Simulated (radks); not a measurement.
# Si⁴⁺ in [He] 2s2 2p5.5 3s0.5: an all-electron calculation

An exercise on one series of results from a longer session: the logs are not shown, and one member is left open.

Program: radks (a radial shooting solver on a logarithmic mesh, Libxc functionals) version 1. Level of theory: scalar-relativistic Kohn-Sham, SOGGA, spin-polarised, spherical densities, finite nucleus; open shells are filled with parallel spins first. These are calculated values, not measurements, unless marked.

### The system

- element: silicon (Z = 14)
- charge: +4
- electrons: 10
- configuration: [He] 2s2 2p5.5 3s0.5
- nuclear rms radius: 3.1224 fm

Set-up of the first run:

Settings of this run:

```text
Z 14
configuration [He] 2s2 2p5.5 3s0.5 3p0 4s0 3d0 4f0
relativity scalar-relativistic
functional sogga,pbe
spin polarised
nucleus finite rms 3.1224 fm
c 137.035999084
```

Steps of the session up to this table: Self-consistent calculation.

One table of the session follows, with a row left open; its other results are not shown here.

It belongs to the step «Orbitals and density». Radial moments (bohr):

```
  level     <r>  outermost maximum (interpolated)  90 % within  nodes
  1s up  0.1114                            0.0727        0.199      0
1s down  0.1114                            0.0727        0.199      0
  2s up  0.5574                             0.451        0.875      1
2s down  0.5581                             0.451        0.876      1
  2p up  0.5198                             0.381        0.868      0
2p down  0.5210                             0.382        0.870      0
  3s up   1.703                              1.53         2.50      2
  3p up       ?                                 ?            ?      ?
  3d up   2.029                              1.72         3.12      0
```

**Question.** Estimate the row for 3p up.

**Answer.** <r>: 1.835; outermost maximum (interpolated): 1.63; 90 % within: 2.74; nodes: 1. In the column «<r>» it lies between 3s up (1.703) and 3d up (2.029).
